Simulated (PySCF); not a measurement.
# H₆N₂OSi₂: electronic excitations and core binding energies

Wanted: the electronic excitations and core binding energies of H₆N₂OSi₂ (`O[SiH]1N[SiH2]N1`), by calculation.

The runs use PySCF 2.14.0, with density-fitted response routines of our own; the level of theory stands in each step. All values are computed, except where a source is named. Atoms count from 0, in the outputs and in this text.

### Step 1. The molecule as given

11 atoms, charge 0, multiplicity 1; geometry from: GFN2-xTB.

Bonds of the start (Å): O0–Si1 1.62, Si1–N2 1.74, N2–Si3 1.74, Si3–N4 1.74, N4–Si1 1.74, O0–H5 0.95, Si1–H6 1.45, N2–H7 1.00, Si3–H8 1.46, Si3–H9 1.46, N4–H10 1.00.

### Step 2. Excited states and response: CAM-B3LYP/def2-SVPD

What the job is given:

```
{"job": {"kind": "uv", "xc": "CAM-B3LYP", "basis": "def2-SVPD", "nstates": 8, "ntriplets": 3}, "charge": 0, "multiplicity": 1}
O      2.331168    -0.358620     0.379678
Si     1.006118     0.127257    -0.411972
N     -0.154395     1.058722     0.493565
Si    -1.516909     0.030476     0.163301
N     -0.306293    -1.012687    -0.522381
H      2.234530    -0.770913     1.234775
H      1.541392     0.687907    -1.635427
H     -0.122495     2.013847     0.796351
H     -2.474317     0.569545    -0.799651
H     -2.127482    -0.514338     1.372068
H     -0.405893    -1.828526    -1.096271
```

With the program's defaults for keys left out, this is: TDDFT CAM-B3LYP/def2-SVPD, vertical, gas phase, core orbitals frozen in the response.

On the command line:

```
$ OMP_NUM_THREADS=1 python probes_run.py task.json out
```

This one command runs all jobs of the session in turn.

The program printed:

```text
coarse grid: 10184 points
cycle   1  E = -766.8438835885  dE =  7.402e-01  |g| = 8.501e-01  |ddm| = 4.259e+00
cycle   2  E = -766.7751101267  dE =  6.877e-02  |g| = 1.047e+00  |ddm| = 1.923e+00
cycle   3  E = -766.9906418731  dE = -2.155e-01  |g| = 4.847e-02  |ddm| = 9.215e-01
cycle   4  E = -766.9909998934  dE = -3.580e-04  |g| = 3.031e-02  |ddm| = 1.076e-01
cycle   5  E = -766.9911698186  dE = -1.699e-04  |g| = 8.133e-03  |ddm| = 3.949e-02
cycle   6  E = -766.9911844521  dE = -1.463e-05  |g| = 9.180e-04  |ddm| = 1.465e-02
cycle   7  E = -766.9911847119  dE = -2.598e-07  |g| = 2.653e-04  |ddm| = 2.904e-03
final grid: 89280 points
cycle   8  E = -767.0916004769  dE = -1.223e-05  |g| = 2.856e-03  |ddm| = 2.975e-02
cycle   9  E = -767.0915996299  dE =  8.470e-07  |g| = 3.571e-03  |ddm| = 7.915e-03
cycle  10  E = -767.0916023457  dE = -2.716e-06  |g| = 1.567e-04  |ddm| = 3.276e-03
cycle  11  E = -767.0916023494  dE = -3.724e-09  |g| = 1.449e-04  |ddm| = 6.667e-04
cycle  12  E = -767.0916023533  dE = -3.889e-09  |g| = 1.821e-05  |ddm| = 1.965e-04
cycle  13  E = -767.0916023534  dE = -1.005e-10  |g| = 4.313e-06  |ddm| = 6.302e-05
converged SCF energy = -767.0916023534

Static polarisability (au): isotropic 64.158, principal 58.506 59.638 74.330

Singlet excitations
state   eV       nm        f      main configurations
  1   5.9870    207.1   0.02657   H->L 0.96
  2   6.3841    194.2   0.00068   H-1->L 0.69, H->L+1 0.23
  3   6.7281    184.3   0.00105   H->L+1 0.57, H-1->L 0.24
  4   7.2826    170.2   0.00078   H->L+2 0.71, H->L+3 0.11, H->L+1 0.11
  5   7.2923    170.0   0.00560   H-1->L+1 0.68, H-1->L+3 0.09, H-1->L+2 0.08
  6   7.5705    163.8   0.00056   H->L+3 0.47, H->L+4 0.27, H->L+2 0.15
  7   7.7797    159.4   0.03316   H->L+5 0.62, H-1->L+2 0.28
  8   7.8380    158.2   0.00184   H->L+4 0.53, H->L+3 0.29

Triplet excitations (Tamm-Dancoff, eV): 5.7127 6.0872 6.5711
```

Run time: 12 s. Hardware: 1 thread of Intel Xeon 6975P-C, shared host; peak memory 0.71 GiB.

Frontier orbitals and where they lie:

```tsv
orbital	eV	atoms
HOMO−3	-10.82	O0 53 %, N2 13 %, N4 13 %
HOMO−2	-10.62	O0 18 %, N4 16 %, N2 16 %
HOMO−1	-9.08	N2 22 %, N4 22 %, Si3 17 %
HOMO	-8.51	N4 39 %, N2 39 %, Si3 6 %
LUMO	0.86	Si3 30 %, H8 12 %, H9 11 %
LUMO+1	1.07	Si1 33 %, O0 22 %, Si3 14 %
LUMO+2	1.61	Si3 43 %, O0 11 %, H8 10 %
```

With each of the 8 states as a Gaussian band of 0.4 eV half-width at 1/e, the curve within the window shown has maxima at 207 nm (ε 1,100), 159 nm (ε 1,500) L/(mol cm). Beyond the last state computed it falls off for lack of states. The curve at chosen wavelengths:

```
 nm  ε (L/mol/cm)
152           650
155          1129
158          1453
161          1452
164          1188
167           850
170           567
174           320
177           210
180           148
183           126
186           147
189           217
192           345
195           525
198           732
201           923
204          1051
207          1087
211           988
214           835
217           654
220           479
223           328
226           213
229           130
```

Ground-state properties from the same run:

```tsv
property	computed
dipole moment (D)	1.16
polarisability (Å³)	9.51
HOMO–LUMO gap (eV)	9.37
−ε(HOMO) (eV)	8.51
```

### Step 3. X-ray photoelectron lines: SCAN, X2C

Settings changed since step 2:

```diff
@@ -1,2 +1,2 @@
-{"job": {"kind": "uv", "xc": "CAM-B3LYP", "basis": "def2-SVPD", "nstates": 8, "ntriplets": 3}, "charge": 0, "multiplicity": 1}
+{"job": {"kind": "xps"}, "charge": 0, "multiplicity": 1}
 O      2.331168    -0.358620     0.379678
```

Level: delta-SCF UKS SCAN, pcX-2 on the ionised atom, pcseg-1 elsewhere, spin-free X2C.

The program printed:

```text
ground state, core basis on atom 0 (O), 139 functions
  cycle   1  E = -768.35733833  |g| = 1.05e+00
  cycle   2  E = -767.86396929  |g| = 1.85e+00
  cycle   3  E = -768.56005894  |g| = 1.69e-01
  cycle   4  E = -768.56353263  |g| = 1.10e-01
  cycle   5  E = -768.56605463  |g| = 1.68e-02
  cycle   6  E = -768.56611574  |g| = 4.97e-03
  cycle   7  E = -768.56612511  |g| = 1.51e-03
  cycle   8  E = -768.56612265  |g| = 3.10e-04
  E(ground) = -768.63766021 Eh
hole in O 1s of atom 0
  cycle   1  E = -747.96625098  |g| = 2.22e+00
  cycle   2  E = -745.77255221  |g| = 2.60e+00
  cycle   3  E = -748.30830873  |g| = 1.00e+00
  cycle   4  E = -748.70677173  |g| = 3.92e-01
  cycle   5  E = -748.77013478  |g| = 1.13e-01
  cycle   6  E = -748.77588996  |g| = 1.66e-02
  cycle   7  E = -748.77599231  |g| = 9.18e-03
  cycle   8  E = -748.77602224  |g| = 4.97e-03
  cycle   9  E = -748.77603274  |g| = 1.03e-03
  cycle  10  E = -748.77603289  |g| = 2.40e-04
  E(ion) = -748.84863531 Eh   <S^2> = 0.7613   hole on atom = 1.000   binding energy = 538.487 eV
ground state, core basis on atom 1 (Si), 150 functions
  cycle   1  E = -768.64354745  |g| = 3.00e-01
  cycle   2  E = -768.64147004  |g| = 1.42e-01
  cycle   3  E = -768.64053242  |g| = 1.53e-01
  cycle   4  E = -768.64489079  |g| = 1.88e-02
  cycle   5  E = -768.64494782  |g| = 2.93e-03
  cycle   6  E = -768.64494713  |g| = 7.71e-04
  cycle   7  E = -768.64495033  |g| = 2.13e-04
  E(ground) = -768.67833202 Eh
hole in Si 1s of atom 1
  cycle   1  E = -699.70265167  |g| = 4.35e+00
  cycle   2  E = -699.73602042  |g| = 2.20e+00
  cycle   3  E = -700.32179364  |g| = 9.03e-01
  cycle   4  E = -700.70780970  |g| = 3.07e-01
  cycle   5  E = -700.74085742  |g| = 1.15e-01
  cycle   6  E = -700.74649469  |g| = 2.83e-02
  cycle   7  E = -700.74652321  |g| = 2.48e-02
  cycle   8  E = -700.74679554  |g| = 3.26e-03
  cycle   9  E = -700.74680134  |g| = 4.93e-04
  E(ion) = -700.78744539 Eh   <S^2> = 0.7519   hole on atom = 1.000   binding energy = 1847.405 eV
hole in Si 2p of atom 1
  cycle   1  E = -764.36823626  |g| = 1.24e+00
  cycle   2  E = -764.18610361  |g| = 1.19e+00
  cycle   3  E = -764.62286767  |g| = 3.56e-01
  cycle   4  E = -764.67989946  |g| = 1.12e-01
  cycle   5  E = -764.68411644  |g| = 4.29e-02
  cycle   6  E = -764.68499594  |g| = 5.81e-03
  cycle   7  E = -764.68498772  |g| = 7.12e-03
  cycle   8  E = -764.68501007  |g| = 7.94e-04
  cycle   9  E = -764.68501110  |g| = 2.12e-04
  E(ion) = -764.72910717 Eh   <S^2> = 0.7517   hole on atom = 1.003   binding energy = 107.464 eV
  2p3/2 = 107.282 eV   2p1/2 = 107.907 eV
ground state, core basis on atom 2 (N), 139 functions
  cycle   1  E = -768.55019036  |g| = 7.92e-02
  cycle   2  E = -768.55011408  |g| = 3.92e-02
  cycle   3  E = -768.55019856  |g| = 3.48e-02
  cycle   4  E = -768.55043019  |g| = 5.86e-03
  cycle   5  E = -768.55044043  |g| = 8.64e-04
  cycle   6  E = -768.55044177  |g| = 4.68e-04
  E(ground) = -768.62284605 Eh
hole in N 1s of atom 2
  cycle   1  E = -753.00194151  |g| = 1.87e+00
  cycle   2  E = -752.36750685  |g| = 2.08e+00
  cycle   3  E = -753.65754744  |g| = 4.06e-01
  cycle   4  E = -753.68695917  |g| = 2.66e-01
  cycle   5  E = -753.71401767  |g| = 5.49e-02
  cycle   6  E = -753.71498903  |g| = 2.00e-02
  cycle   7  E = -753.71514368  |g| = 8.04e-03
  cycle   8  E = -753.71517483  |g| = 1.60e-03
  cycle   9  E = -753.71517555  |g| = 5.74e-04
  cycle  10  E = -753.71517426  |g| = 1.36e-04
  E(ion) = -753.78632259 Eh   <S^2> = 0.7651   hole on atom = 1.000   binding energy = 403.722 eV
ground state, core basis on atom 3 (Si), 150 functions
  cycle   1  E = -768.63541887  |g| = 2.89e-01
  cycle   2  E = -768.63547264  |g| = 4.71e-02
  cycle   3  E = -768.63538912  |g| = 4.23e-02
  cycle   4  E = -768.63569429  |g| = 1.44e-02
  cycle   5  E = -768.63573535  |g| = 1.79e-03
  cycle   6  E = -768.63573853  |g| = 3.57e-04
  E(ground) = -768.66863490 Eh
hole in Si 1s of atom 3
  cycle   1  E = -699.70188588  |g| = 4.35e+00
  cycle   2  E = -698.89629718  |g| = 2.52e+00
  cycle   3  E = -699.65843086  |g| = 1.43e+00
  cycle   4  E = -700.71006071  |g| = 3.39e-01
  cycle   5  E = -700.71611878  |g| = 2.81e-01
  cycle   6  E = -700.74972248  |g| = 5.60e-02
  cycle   7  E = -700.75103676  |g| = 2.17e-02
  cycle   8  E = -700.75124138  |g| = 5.69e-03
  cycle   9  E = -700.75125404  |g| = 9.55e-04
  cycle  10  E = -700.75125641  |g| = 3.01e-04
  E(ion) = -700.79200199 Eh   <S^2> = 0.7521   hole on atom = 1.000   binding energy = 1847.017 eV
hole in Si 2p of atom 3
  cycle   1  E = -764.36505534  |g| = 1.24e+00
  cycle   2  E = -763.93050702  |g| = 1.35e+00
  cycle   3  E = -764.55320490  |g| = 5.25e-01
  cycle   4  E = -764.67651587  |g| = 1.43e-01
  cycle   5  E = -764.68166281  |g| = 6.88e-02
  cycle   6  E = -764.68370952  |g| = 2.39e-02
  cycle   7  E = -764.68395705  |g| = 6.71e-03
  cycle   8  E = -764.68397742  |g| = 1.32e-03
  cycle   9  E = -764.68397710  |g| = 3.10e-04
  E(ion) = -764.72805211 Eh   <S^2> = 0.7517   hole on atom = 1.003   binding energy = 107.229 eV
  2p3/2 = 107.056 eV   2p1/2 = 107.682 eV
```

Run time: 25 s. Hardware: 1 thread of Intel Xeon 6975P-C, shared host; peak memory 0.47 GiB.

The holes in one table. −ε is the ground-state orbital energy:

```tsv
hole	stands for	environment	ΔSCF (eV; 2p as the shell's mean)	−ε (eV)	⟨S²⟩
O1s on O0	O0	oxygen bonded to Si, H	538.49	516.5	0.761
Si1s on Si1	Si1		1847.41	1793.8	0.752
Si2p on Si1	Si1		107.49	96.5	0.752
N1s on N2	N2, N4	nitrogen bonded to 2 Si, H, in a 4-membered ring	403.72	385.0	0.765
Si1s on Si3	Si3		1847.02	1793.6	0.752
Si2p on Si3	Si3		107.26	96.3	0.752
```

Each hole run stands for the others of its class of like atoms.

With the spin-orbit splitting: Si1 2p3/2 107.28, 2p1/2 107.91 eV; Si3 2p3/2 107.06, 2p1/2 107.68 eV. The table gives each 2p level as the mean over the whole 2p shell (two parts 2p3/2, one part 2p1/2), which differs a little from the single hole in the log.

### Step 4. Outcome

```
                                quantity                        value
    lowest singlet (CAM-B3LYP/def2-SVPD)  5.99 eV (207 nm), f = 0.027
brightest single state of those computed  state 7, 7.78 eV, f = 0.033
                          lowest triplet                      5.71 eV
       Si1s binding energies, SCAN/pcX-2  Si1 1847.41, Si3 1847.02 eV
       Si2p binding energies, SCAN/pcX-2    Si1 107.49, Si3 107.26 eV
        O1s binding energies, SCAN/pcX-2                 O0 538.49 eV
        N1s binding energies, SCAN/pcX-2                 N2 403.72 eV
```

In words: The lowest singlet, at 5.99 eV, is HOMO→LUMO 0.96 and is weak; of the 8 states computed, the strongest absorption comes from state 7 at 7.78 eV. The lowest triplet lies 0.27 eV below the lowest singlet (triplets in Tamm-Dancoff, singlets in full TDDFT). Si1 binds its Si1s electron 0.39 eV more tightly than Si3. The Si2p levels kept as sound span 0.23 eV, from Si3 up to Si1.
